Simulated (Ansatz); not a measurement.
# Be3Ag: the cost of one run

Method: DFT PBE, scalar-relativistic, plane waves, PAW, in Ansatz 0.2.0.

1 further run of the same task is left out (it didn't finish).

### Step 1. The system as given

Symmetry: Pm-3m, No. 221, cubic system. Conventional cell: a = 3.458 Å, b = 3.458 Å, c = 3.458 Å, α = 90.00°, β = 90.00°, γ = 90.00°. Be (site symmetry 4/mmm) is surrounded by 8 Be at 2.44 Å and 4 Ag at 2.44 Å. Ag (site symmetry m-3m) has 12 Be at 2.44 Å as nearest neighbours.

As a file:

```cif
data_structure
_symmetry_space_group_name_H-M 'P 1'
_symmetry_Int_Tables_number 1
_cell_length_a 3.4577
_cell_length_b 3.4577
_cell_length_c 3.4577
_cell_angle_alpha 90.000
_cell_angle_beta 90.000
_cell_angle_gamma 90.000
_cell_volume 41.34
loop_
_atom_site_label
_atom_site_type_symbol
_atom_site_fract_x
_atom_site_fract_y
_atom_site_fract_z
_atom_site_occupancy
Be1 Be 0.00000 0.50000 0.50000 1
Be2 Be 0.50000 0.00000 0.50000 1
Be3 Be 0.50000 0.50000 0.00000 1
Ag1 Ag 0.00000 0.00000 0.00000 1
```

This is candidate A: Cu3Au (L1_2) type (Pm-3m, No. 221).

(A quick probe on a coarse mesh, which set the mesh and smearing, is not shown.)

### Step 3. Relaxing cell and atoms (candidate A)

File input.yaml:

```yaml
crystal:
  lattice:
    - [3.4576985809, 0.0, 0.0]
    - [0.0, 3.4576985809, 0.0]
    - [0.0, 0.0, 3.4576985809]
  atoms:
    - { symbol: Be, position: [0.0, 0.5, 0.5] }
    - { symbol: Be, position: [0.5, 0.0, 0.5] }
    - { symbol: Be, position: [0.5, 0.5, 0.0] }
    - { symbol: Ag, position: [0.0, 0.0, 0.0] }
basis:
  ecutwfc: 420
kpoints:
  mp_grid: { grid: [14, 14, 14] }
hamiltonian:
  xc: pbe
scf:
  occupations: { method: gaussian, width: 0.1 }
output:
  forces: true
  stress: true
  eigenvalues: true
relax:
  adjacent_minimum: "off"
  f_tol: 0.01
  max_steps: 80
  cell: { stress_tol: 0.05 }
```

Command:

```bash
$ ansatz run input.yaml --threads 1 --pin off --max-ram 2560MiB --backend cpu --events-out ev --progress --plain --runs-dir out
```

What time and memory should one allow on 1 thread of Arm Neoverse V1, shared host?

About 19 s, with a peak of 0.36 GiB.
